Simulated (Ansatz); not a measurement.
# CH₄BClO: small, medium and large basis sets

The task here is to estimate one member of a computed series from the others.

Computed with Ansatz 0.2.0, Gaussian basis. Level: one geometry, several basis sets.

Levels to be run: PBE0-D4/def2-SVP; ωB97M-V/def2-SVP; PBE0-D4/def2-QZVPP; ωB97M-V/def2-QZVPP; the functionals' def2-TZVPP values are taken from earlier runs.

### The geometry

An earlier PBE0-D4 in a triple-zeta def2 set relaxation fixed the geometry.

SMILES `COBCl`, 8 atoms, charge 0, spin multiplicity 1.

Atoms are counted from 1 here; the program's logs count them from 0.

Bond lengths: C1–O2 1.416 Å, C1–H5 1.091 Å, C1–H6 1.093 Å, C1–H7 1.091 Å, O2–B3 1.334 Å, B3–Cl4 1.755 Å, B3–H8 1.196 Å. Angles: O2–C1–H5 108.7°, O2–C1–H6 111.5°, O2–C1–H7 108.6°, H5–C1–H6 109.5°, H5–C1–H7 109.0°, H6–C1–H7 109.5°, C1–O2–B3 121.8°, O2–B3–Cl4 118.3°, O2–B3–H8 122.7°, Cl4–B3–H8 119.0°.

Coordinates:

```mol
CH4BClO
  3D, bonds by distance, orders not assigned

  8  7  0  0  0  0  0  0  0  0999 V2000
    0.1836    1.1047   -0.0778 C   0  0
    0.2019   -0.1932   -0.6434 O   0  0
   -0.1761   -1.2673    0.0514 B   0  0
   -0.1166   -2.8330   -0.7401 Cl  0  0
   -0.4759    1.7363   -0.6749 H   0  0
   -0.1674    1.0849    0.9570 H   0  0
    1.1941    1.5146   -0.1126 H   0  0
   -0.5514   -1.2042    1.1847 H   0  0
  1  2  8  0
  2  3  8  0
  3  4  8  0
  1  5  8  0
  1  6  8  0
  1  7  8  0
  3  8  8  0
M  END
```

The first run:

in.yaml

```yaml
crystal:
  periodic: [false, false, false]
  atoms:
    - {symbol: C, position_ang: [0.183625, 1.104687, -0.077809]}
    - {symbol: O, position_ang: [0.201869, -0.193191, -0.643441]}
    - {symbol: B, position_ang: [-0.176137, -1.267304, 0.051405]}
    - {symbol: Cl, position_ang: [-0.116634, -2.833021, -0.740092]}
    - {symbol: H, position_ang: [-0.475877, 1.736298, -0.674871]}
    - {symbol: H, position_ang: [-0.167384, 1.084943, 0.957005]}
    - {symbol: H, position_ang: [1.194126, 1.514579, -0.112640]}
    - {symbol: H, position_ang: [-0.551387, -1.204191, 1.184743]}
basis:
  gaussian: {orbitals: def2-SVP}
hamiltonian: {xc: pbe0, dispersion: d4}
output: {orbitals: {seedname: orbitals}}
```

Steps of the session up to this table: PBE0-D4 in def2-SVP; ωB97M-V in def2-SVP; PBE0-D4 in def2-QZVPP; ωB97M-V in def2-QZVPP.

One table of the session follows, with a row left open; its other results are not shown here.

It belongs to the step «Density functionals: the series». 

| functional | basis | HOMO (eV) | LUMO (eV) |
| --- | --- | --- | --- |
| PBE0-D4 | def2-SVP | -8.59 | 0.02 |
| PBE0-D4 | def2-TZVPP | -8.78 | -0.29 |
| PBE0-D4 | def2-QZVPP | -8.81 | -0.39 |
| ωB97M-V | def2-SVP | -10.84 | 2.14 |
| ωB97M-V | def2-TZVPP | -11.08 | 1.66 |
| ωB97M-V | def2-QZVPP | ? | ? |

Estimate the missing values for ωB97M-V, def2-QZVPP.

As computed: HOMO (eV): -11.12; LUMO (eV): 1.40. In the column «HOMO (eV)» it is the lowest.
